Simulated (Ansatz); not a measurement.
Geometry optimisation, DFT PBE, scalar-relativistic, plane waves, PAW in Ansatz 0.2.0.

Input:

```yaml
accuracy: low
crystal:
  lattice:
    - [8.46, 0.0, 0.0]
    - [0.0, 8.46, 0.0]
    - [0.0, 0.0, 8.46]
  atoms:
    - { symbol: Na, position: [0.0, 0.0, 0.0] }
    - { symbol: Na, position: [0.5, 0.0, 0.0] }
    - { symbol: Na, position: [0.0, 0.5, 0.0] }
    - { symbol: Na, position: [0.0, 0.0, 0.5] }
    - { symbol: Na, position: [0.25, 0.25, 0.25] }
    - { symbol: Na, position: [0.5, 0.5, 0.0] }
    - { symbol: Na, position: [0.5, 0.0, 0.5] }
    - { symbol: Na, position: [0.75, 0.25, 0.25] }
    - { symbol: Na, position: [0.0, 0.5, 0.5] }
    - { symbol: Na, position: [0.25, 0.75, 0.25] }
    - { symbol: Na, position: [0.25, 0.25, 0.75] }
    - { symbol: Na, position: [0.5, 0.5, 0.5] }
    - { symbol: Na, position: [0.75, 0.75, 0.25] }
    - { symbol: Na, position: [0.75, 0.25, 0.75] }
    - { symbol: Na, position: [0.25, 0.75, 0.75] }
    - { symbol: Na, position: [0.75, 0.75, 0.75] }
    - { symbol: H, position: [-0.000135, 0.2366683, 0.3774878] }
basis:
  ecutwfc: 420.0
kpoints:
  mp_grid: { grid: [2, 2, 2] }
hamiltonian:
  xc: pbe
scf:
  occupations: { method: fermi_dirac, width: 0.05 }
  lower_state_search: "off"
relax:
  f_tol: 0.08
  max_steps: 25
  adjacent_minimum: "off"
```

Run as:

```bash
$ ansatz run input.yaml --threads 2 --pin off --max-ram 5120MiB --backend cpu --events-out ev --progress --plain --runs-dir out
```

Q: Where does it end, and by what steps?

A: The forces met the threshold. Limits of this set-up: odd electron count without spin, a small cell, in which the defect meets its images, a typed lattice constant that wasn't relaxed here, low accuracy level. After 2 steps the energy has fallen by 0.031 eV; H17 moved furthest, 0.13 Å.

```tsv
step	energy less start (eV)	largest force component (eV/Å)	accepted
0	0.0000	0.123	yes
1	-0.0154	0.105	yes
2	-0.0314	0.050	yes
```

```xyz
17
Lattice="8.4600 0.0000 0.0000 0.0000 8.4600 0.0000 0.0000 0.0000 8.4600" Properties=species:S:1:pos:R:3
Na 0.000 -0.014 -0.059
Na 4.230 -0.023 0.041
Na 0.000 4.239 -0.070
Na 0.000 0.057 4.187
Na 2.029 2.117 2.172
Na 4.230 4.237 0.036
Na 4.230 0.010 4.243
Na 6.431 2.117 2.172
Na 0.000 4.138 4.170
Na 2.098 6.331 2.099
Na 2.123 2.109 6.408
Na 4.230 4.204 4.248
Na 6.362 6.331 2.099
Na 6.336 2.109 6.408
Na 2.134 6.336 6.310
Na 6.326 6.336 6.310
H 0.000 2.128 3.182
```

Whether the end is a true minimum wasn't checked by a vibrational analysis.

Time of the run: 20 s on 2 threads of Intel(R) Xeon(R) Platinum 8488C (Sapphire Rapids), on a shared host, peak memory 1 GiB.
